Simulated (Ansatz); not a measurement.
# AgH16O8F: the cost of one run

Program: Ansatz 0.2.0. Level of theory: DFT PBE+D3(BJ), plane waves, PAW, scalar-relativistic, no spin polarisation. These are calculated values, not measurements.

## 1. The structure to begin with

The cell holds 26 atoms (AgFH16O8): a = 6.573 Å, b = 6.573 Å, c = 6.573 Å, α = 90.00°, β = 90.00°, γ = 90.00°.

As a file:

```xyz
26
Lattice="6.5731 0.0000 0.0000 0.0000 6.5731 0.0000 0.0000 0.0000 6.5731" Properties=species:S:1:pos:R:3 pbc="T T T"
O     2.4129    4.1457    6.1173
H     2.4003    4.3621    5.1733
H     1.8595    4.8299    6.5219
O     2.5487    6.1901    3.9263
H     2.6788    7.1013    3.6248
H     2.7976    5.6520    3.1603
O     4.7016    0.3282    1.8602
H     4.2489    0.5906    2.6752
H     4.1648   -0.4021    1.5187
O     0.0421    3.4704    5.4351
H    -0.4291    3.9598    4.7448
H     0.8201    3.1148    4.9808
O     5.1149    2.6011    0.6333
H     5.0739    2.4840   -0.3273
H     4.5899    3.3990    0.7946
O     0.2196    5.9131    0.4354
H     0.1880    6.8789    0.5014
H     0.0941    5.6116    1.3473
O     0.5007    2.1126    2.6385
H     0.5157    2.6701    1.8467
H    -0.0165    1.3388    2.3705
O     4.9086    4.6161    2.6926
H     4.3065    3.8697    2.5565
H     5.6734    4.4045    2.1373
Ag    6.0700    6.5461    4.2372
F     4.0765    3.5541    4.4754
```

## 2. Preparing the start

The input, input.yaml:

```yaml
accuracy: low
crystal:
  lattice:
    - [6.573138, 0.0, 0.0]
    - [0.0, 6.573138, 0.0]
    - [0.0, 0.0, 6.573138]
  atoms:
    - { symbol: O, position: [0.3670806, 0.6306983, 0.9306541] }
    - { symbol: H, position: [0.3651662, 0.6636178, 0.7870392] }
    - { symbol: H, position: [0.2828925, 0.7347926, 0.9922118] }
    - { symbol: O, position: [0.3877446, 0.9417211, 0.5973203] }
    - { symbol: H, position: [0.4075316, 1.0803473, 0.5514525] }
    - { symbol: H, position: [0.425617, 0.8598686, 0.4807937] }
    - { symbol: O, position: [0.7152796, 0.0499268, 0.283005] }
    - { symbol: H, position: [0.6463962, 0.0898564, 0.4069941] }
    - { symbol: H, position: [0.6336135, -0.0611764, 0.23105] }
    - { symbol: O, position: [0.0064107, 0.5279701, 0.8268727] }
    - { symbol: H, position: [-0.0652763, 0.6024177, 0.7218434] }
    - { symbol: H, position: [0.1247665, 0.4738687, 0.757753] }
    - { symbol: O, position: [0.7781456, 0.3957233, 0.0963431] }
    - { symbol: H, position: [0.771922, 0.3778969, -0.0497942] }
    - { symbol: H, position: [0.6982844, 0.5171014, 0.1208817] }
    - { symbol: O, position: [0.0334061, 0.8995819, 0.0662394] }
    - { symbol: H, position: [0.0286014, 1.0465125, 0.0762865] }
    - { symbol: H, position: [0.0143229, 0.8537221, 0.2049668] }
    - { symbol: O, position: [0.0761797, 0.321392, 0.4014061] }
    - { symbol: H, position: [0.0784586, 0.4062166, 0.2809394] }
    - { symbol: H, position: [-0.0025121, 0.2036736, 0.360631] }
    - { symbol: O, position: [0.7467663, 0.7022706, 0.409639] }
    - { symbol: H, position: [0.6551685, 0.5887193, 0.3889374] }
    - { symbol: H, position: [0.8631179, 0.6700757, 0.32515] }
    - { symbol: Ag, position: [0.9234537, 0.9958929, 0.6446271] }
    - { symbol: F, position: [0.6201811, 0.5406955, 0.6808693] }
basis:
  ecutwfc: 420.0
kpoints:
  mp_grid: { grid: [1, 1, 1] }
hamiltonian:
  xc: pbe
  dispersion: d3bj
scf:
  occupations: { method: fermi_dirac, width: 0.02 }
  lower_state_search: "off"
relax:
  f_tol: 0.3
  max_steps: 15
  adjacent_minimum: "off"
```

Command:

```bash
> ansatz run input.yaml --threads 1 --pin off --max-ram 3072MiB --backend cpu --events-out ev --progress --plain --runs-dir out
```

What time and memory should one allow on 1 thread of AMD EPYC 9R45 (Zen 5), shared host?

About 15 s, with a peak of 0.43 GiB.
